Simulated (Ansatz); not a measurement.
What does this script print? It uses Ansatz 0.2.0 through its Python package.

Input file `bh7sisn.xyz`:
```text
10

B    -1.62440    0.47740   -1.21690
Sn    0.32200    0.81250   -0.31630
Si    0.88070   -1.21290    1.03180
H    -2.45770    0.11220   -0.53950
H    -2.00000    1.26900   -2.09370
H     0.29200    2.24030    0.72160
H     1.54540    1.04290   -1.57280
H     0.97760   -2.37990    0.16540
H     2.24050   -1.00980    1.70130
H    -0.09300   -1.40290    2.12210
```

`bh7sisn.py`
```python
"""X-H bond energies of BH7SiSn without relaxation."""

import ansatz as az

BASIS_SET = "x2c-TZVPPall"
FUNCTIONAL = "pbe0"


def energy_of(molecule, charge=0, unpaired=0):
    calc = molecule.calculation().basis(gaussian=BASIS_SET).functional(FUNCTIONAL)
    if charge:
        calc = calc.charge(charge)
    if unpaired:
        calc = calc.spin("collinear", total=unpaired)
    return calc.run(threads=1, pin="off").report["free_energy_ev"]

def without(molecule, index):
    rest = az.Crystal.molecule()
    for i, site in enumerate(molecule.cartesian_sites):
        if i != index:
            rest = rest.atom(site.symbol, site.position_ang)
    return rest

system = az.Crystal.molecule_from_extxyz("bh7sisn.xyz")

whole = energy_of(system, 0)
hydrogen = energy_of(az.Crystal.molecule().atom("H", (0, 0, 0)), 0, 1)
print(f"E(molecule) = {whole:.5f} eV, E(H) = {hydrogen:.5f} eV")
for index in [4, 6, 9]:
    radical = energy_of(without(system, index), 0, 1)
    print(f"H{index}: homolysis {(radical + hydrogen - whole):.3f} eV")
    anion = energy_of(without(system, index), -1)
    print(f"H{index}: loss of a proton {(anion - whole):.3f} eV")
```

```console
$ python bh7sisn.py
E(molecule) = -176744.61056 eV, E(H) = -13.63409 eV
H4: homolysis 4.202 eV
H4: loss of a proton 17.204 eV
H6: homolysis 3.164 eV
H6: loss of a proton 15.420 eV
H9: homolysis 3.826 eV
H9: loss of a proton 16.085 eV
```

Notes:
- Total energies depend on the basis set; only differences at equal settings carry meaning.
- The geometry is a force-field or estimated start, not a minimum of this method, and the basis set is short of its limit. All parts are taken at fixed geometry, without zero-point energy.
- The spin-orbit lowering of heavy atoms is left out.
- Anions want diffuse functions, which this basis lacks.
- Finished in 2.4 min on 1 thread of Arm Neoverse V1 (shared host), peak memory 0.83 GiB.
